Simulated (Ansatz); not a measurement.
# Ir6O in Ansatz: relaxation of the atoms with r2SCAN

Aim: the relaxation of the atoms of Ir6O with r2SCAN.

Program: Ansatz 0.2.0. These are calculated values, not measurements. Logs are shortened: lines on timing, memory, paths and dates and some standing lists are left out, and cuts for length are marked.

## 1. The cell of the first run

The cell holds a slab with vacuum, 14 atoms: a = 5.430 Å, b = 5.430 Å, c = 22.488 Å, α = 90.00°, β = 90.00°, γ = 120.00°.

## 2. Relaxation of the atoms, r2SCAN

Input file input.yaml:

```yaml
crystal:
  lattice:
    - [5.4297315514, 0.0, 0.0]
    - [-2.7148657757, 4.7022854592, 0.0]
    - [0.0, 0.0, 22.4882572471]
  atoms:
    - { symbol: Ir, position: [0.3333333333, 0.1666666667, 0.3557412169] }
    - { symbol: Ir, position: [0.3333333333, 0.6666666667, 0.3557412169] }
    - { symbol: Ir, position: [0.8333333333, 0.1666666667, 0.3557412169] }
    - { symbol: Ir, position: [0.8333333333, 0.6666666667, 0.3557412169] }
    - { symbol: Ir, position: [0.6666666667, 0.3333333333, 0.4543117108] }
    - { symbol: Ir, position: [0.6666666667, 0.8333333333, 0.4543117108] }
    - { symbol: Ir, position: [0.1666666667, 0.3333333333, 0.4543117108] }
    - { symbol: Ir, position: [0.1666666667, 0.8333333333, 0.4543117108] }
    - { symbol: Ir, position: [0.0, 0.5, 0.5528822047] }
    - { symbol: Ir, position: [0.0, 0.0, 0.5528822047] }
    - { symbol: Ir, position: [0.5, 0.5, 0.5528822047] }
    - { symbol: Ir, position: [0.5, 0.0, 0.5528822047] }
    - { symbol: O, position: [0.341879924, 0.5900619441, 0.6593777848] }
    - { symbol: O, position: [0.1666666667, 0.3333333333, 0.6569365107] }
hamiltonian:
  xc: r2scan
  pseudopotentials: { kind: paw }
kpoints:
  mp_grid: { grid: [6, 6, 1] }
scf:
  occupations: { method: fermi_dirac, width: 0.05 }
output:
  forces: true
  eigenvalues: true
  write_density: true
  write_potential: true
  elf: true
  volumetric_format: npy
relax:
  f_tol: 0.02
  max_steps: 40
  constraints: [{ sites: [0, 1, 2, 3] }]
efield:
  axis: 3
  dipole_correction: true
  ramp_width: 0.04
```

Potentials or basis: Ansatz PAW.

Command:

```console
$ ansatz run input.yaml --threads 4 --pin off --max-ram 11264MiB --backend cpu --events-out ev --progress --plain --runs-dir out
```

The program printed:

```text
Warning: RAYON_NUM_THREADS=4 ignored (pool sized by the plan → 4); use --threads N
Engine: ansatz 0.2.0, aarch64-unknown-linux-gnu
Pseudopotentials: kind: paw
Pseudopotential: Ir, paw, valence charge 17, recommended cutoff 500 eV (meta_gga), Ir.paw.azcp
Pseudopotential: O, paw, valence charge 6, recommended cutoff 500 eV (meta_gga), O.paw.azcp
Functional definition: r2SCAN
  parameter k0 = 0.174
[... 224 lines left out ...]
  k-point 2: bands = ["-91.3804", "-91.3539", "-91.3395", "-91.3345", "-91.0180", "-90.9017", "-90.8871", "-90.7047", "-90.6844", "-90.6619", "-90.6500", "-90.6127", "-47.9215", "-47.8945", "-47.8399", "-47.8236", "-47.7651", "-47.7328", "-47.7265", "-47.5856", "-47.5611", "-47.5077", "-47.4414", "-47.4275", "-47.3594", "-47.3413", "-47.3397", "-47.2710", "-47.2171", "-47.1940", "-47.1718", "-47.1182", "-47.1096", "-47.0639", "-46.9563", "-46.9033", "-46.9014", "-46.8880", "-46.8655", "-46.8436", "-46.8291", "-46.8224", "-46.8062", "-46.7992", "-46.7801", "-46.7665", "-46.7638", "-46.6945", "-20.5426", "-13.5527", "-5.9594", "-4.7270", "-4.3082", "-3.8501", "-3.6272", "-3.5654", "-3.4433", "-3.3841", "-3.2975", "-3.2242", "-3.0596", "-2.8993", "-2.7733", "-2.7027", "-2.5823", "-2.2479", "-1.8859", "-1.7469", "-1.3548", "-1.2724", "-1.1912", "-1.0889", "-0.9360", "-0.8371", "-0.7805", "-0.4567", "-0.3266", "-0.1361", "0.0405", "0.1379", "0.1894", "0.3203", "0.3768", "0.4564", "0.4714", "0.5687", "0.6603", "0.8537", "0.9338", "1.3209", "1.4020", "1.4652", "1.4990", "1.5522", "1.6740", "1.7627", "1.9020", "2.0076", "2.1915", "2.3183", "2.6201", "2.6964", "2.9329", "3.0126", "3.0977", "3.2603", "3.3135", "3.5178", "3.6274", "3.6839", "3.8716", "3.9519", "4.3358", "4.4060", "4.5599", "4.6737", "4.8181", "5.0216", "5.5191", "5.9835", "6.7896", "6.8858", "7.4059", "7.6108", "7.6694", "8.5696", "8.6910", "9.8095", "9.9854", "10.1974"]
  k-point 19: bands = ["-91.3728", "-91.3605", "-91.3405", "-91.3345", "-91.0175", "-90.8991", "-90.8900", "-90.6948", "-90.6932", "-90.6620", "-90.6510", "-90.6129", "-47.8803", "-47.8558", "-47.8031", "-47.7858", "-47.7287", "-47.7199", "-47.6892", "-47.6489", "-47.6177", "-47.6030", "-47.4265", "-47.3993", "-47.3779", "-47.3309", "-47.3102", "-47.2413", "-47.2108", "-47.1797", "-47.1582", "-47.1304", "-47.0577", "-47.0071", "-46.9799", "-46.9595", "-46.9322", "-46.9250", "-46.8979", "-46.8836", "-46.8413", "-46.8259", "-46.8114", "-46.8014", "-46.7901", "-46.7736", "-46.7453", "-46.7207", "-20.5413", "-13.5540", "-5.1301", "-4.9387", "-4.4813", "-3.7127", "-3.3833", "-3.2247", "-3.1349", "-2.9460", "-2.9389", "-2.9188", "-2.8132", "-2.7360", "-2.4879", "-2.2412", "-2.2201", "-1.9138", "-1.8228", "-1.7103", "-1.5831", "-1.4229", "-1.3875", "-1.3573", "-1.2134", "-0.8706", "-0.7814", "-0.4370", "-0.3804", "-0.0337", "0.0394", "0.0697", "0.1698", "0.2475", "0.3013", "0.3649", "0.4776", "0.5070", "0.5574", "0.5883", "0.6208", "0.6749", "0.7780", "0.8603", "0.9388", "1.4140", "1.4857", "1.7815", "1.8601", "1.9280", "2.1394", "2.2944", "2.3486", "2.4185", "2.4995", "2.5797", "2.6371", "2.8010", "2.8677", "3.2255", "3.3563", "3.4053", "3.5550", "3.8004", "4.3333", "4.4571", "4.5304", "4.6629", "4.8585", "4.9651", "5.5143", "6.3878", "6.9283", "6.9514", "7.3290", "7.7758", "8.0094", "8.6034", "9.3273", "9.7640", "10.2603", "10.5778"]
--- Relaxed structure (12 steps of the walk, 12 accepted, 0 SCFs on fresh bases) ---
  F+E_penalty+E_count = -144509.80881585 eV   max|allowed force component| = 6.236e-3 eV/Å
  atoms:
    - { symbol: Ir, position: [0.3333333333, 0.16666666669999997, 0.35574121689999993] }
    - { symbol: Ir, position: [0.3333333332999999, 0.6666666666999999, 0.35574121689999993] }
    - { symbol: Ir, position: [0.8333333333000001, 0.16666666669999997, 0.35574121689999993] }
    - { symbol: Ir, position: [0.8333333333, 0.6666666666999999, 0.35574121689999993] }
    - { symbol: Ir, position: [0.6632102045550329, 0.3336040459233997, 0.4522097303903999] }
    - { symbol: Ir, position: [0.6632150535029142, 0.8296557201011338, 0.4522065671448711] }
    - { symbol: Ir, position: [0.1635318906163294, 0.33177627376902263, 0.449845883079989] }
    - { symbol: Ir, position: [0.15851089629722326, 0.8292674859425505, 0.45425614323394314] }
    - { symbol: Ir, position: [0.005551625091190671, 0.49631882859382387, 0.5490058177873745] }
    - { symbol: Ir, position: [0.005514952052883687, 0.009190264917113559, 0.549001482354888] }
    - { symbol: Ir, position: [0.506490452406881, 0.5032350799595768, 0.5497935134249647] }
    - { symbol: Ir, position: [0.4932716263922826, -0.003340480785871413, 0.5464746602363231] }
    - { symbol: O, position: [0.36609966904638186, 0.4329782492528536, 0.6324615994344298] }
    - { symbol: O, position: [0.06314934684573807, 0.2815853381151052, 0.6239598381490903] }
```

rho_z.tsv:

```text
# z_ang	rho[e/angstrom^3]
# format = ansatz-planar-average/11
# lattice	5.429731551	0.000000000	0.000000000
# lattice	-2.714865776	4.702285459	0.000000000
# lattice	0.000000000	0.000000000	22.488257247
# sites	14
# site	77	1.357432888	0.783714243	7.999999999
# site	77	-0.000000000	3.134856973	7.999999999
# site	77	4.072298663	0.783714243	7.999999999
# site	77	2.714865775	3.134856973	7.999999999
# site	77	2.695363166	1.568701454	10.169408747
# site	77	1.348675781	3.901278029	10.169337611
# site	77	-0.012793785	1.560106748	10.116249940
# site	77	-1.390678302	3.899452441	10.215429005
# site	77	-1.317295168	2.333832811	12.346184061
# site	77	0.004994373	0.043215249	12.346086564
# site	77	1.383891494	2.366354999	12.363897963
# site	77	2.687401470	-0.015707894	12.289262738
# site	8	0.812345093	2.035987326	14.222959147
# site	8	-0.421582396	1.324094641	14.031769352
0.000000	-9.569441e-6
0.124935	8.280075e-6
0.249870	-6.395149e-6
0.374804	4.087035e-6
0.499739	-1.448382e-6
0.624674	-1.280015e-6
[... 172 lines left out ...]
22.238388	-1.015721e-5
22.363322	1.022293e-5
```

Wall time 23 min (4 threads of Arm Neoverse V2, shared host); peak memory 4 GiB.

What came out:

```yaml
Free_energy: -144509.8088 eV
Energy_gained_by_relaxing: 179.0 meV/atom
Ionic_steps: 12
Largest_force_after_relaxing: 0.388 eV/Å
Band_gap_on_the_k_mesh: none (metal or under the smearing width)
Work_function_of_the_upper_face: 6.35 eV
Work_function_of_the_lower_face: 5.46 eV
Dipole_across_the_slab: -0.125 e·Å
```

Forces in eV/Å, atoms in the order of the input:
```
Ir   0.039  0.004  0.048
Ir   0.023  0.033  0.047
Ir  -0.060 -0.034 -0.382
Ir   0.000  0.000  0.287
Ir   0.001 -0.002  0.000
Ir  -0.001 -0.001  0.001
Ir  -0.001  0.000  0.001
Ir   0.000 -0.001  0.000
Ir   0.002  0.001 -0.003
Ir   0.001  0.002 -0.002
Ir  -0.002  0.000 -0.002
Ir   0.000 -0.001  0.000
O   -0.006 -0.002 -0.002
O    0.004  0.001  0.006
```

The path:
| step | energy change (eV) | largest force (eV/Å) |
| --- | --- | --- |
| 1 | 0.0000 | 2.2265 |
| 2 | -0.5540 | 2.0658 |
| 3 | -0.9123 | 1.9886 |
| 4 | -1.3899 | 1.4815 |
| 5 | -1.8208 | 1.2730 |
| 6 | -2.1756 | 1.0718 |
| 7 | -2.4182 | 0.3954 |
| 8 | -2.4509 | 0.6415 |
| 9 | -2.5025 | 0.3962 |
| 10 | -2.5034 | 0.3600 |
| 11 | -2.5058 | 0.3861 |
| 12 | -2.5058 | 0.3884 |

Final structure:
```yaml
crystal:
  lattice:
    - [5.42973, 0.00000, 0.00000]
    - [-2.71487, 4.70229, 0.00000]
    - [0.00000, 0.00000, 22.48826]
  atoms:
    - { symbol: Ir, position: [0.33333, 0.16667, 0.35574] }
    - { symbol: Ir, position: [0.33333, 0.66667, 0.35574] }
    - { symbol: Ir, position: [0.83333, 0.16667, 0.35574] }
    - { symbol: Ir, position: [0.83333, 0.66667, 0.35574] }
    - { symbol: Ir, position: [0.66321, 0.33360, 0.45221] }
    - { symbol: Ir, position: [0.66322, 0.82966, 0.45221] }
    - { symbol: Ir, position: [0.16353, 0.33178, 0.44985] }
    - { symbol: Ir, position: [0.15851, 0.82927, 0.45426] }
    - { symbol: Ir, position: [0.00555, 0.49632, 0.54901] }
    - { symbol: Ir, position: [0.00551, 0.00919, 0.54900] }
    - { symbol: Ir, position: [0.50649, 0.50324, 0.54979] }
    - { symbol: Ir, position: [0.49327, 0.99666, 0.54647] }
    - { symbol: O, position: [0.36610, 0.43298, 0.63246] }
    - { symbol: O, position: [0.06315, 0.28159, 0.62396] }
```

Caveat: the PAW data sets come from PBE, with cores solved anew for the run's functional, which leaves a small shift of forces and pressure.
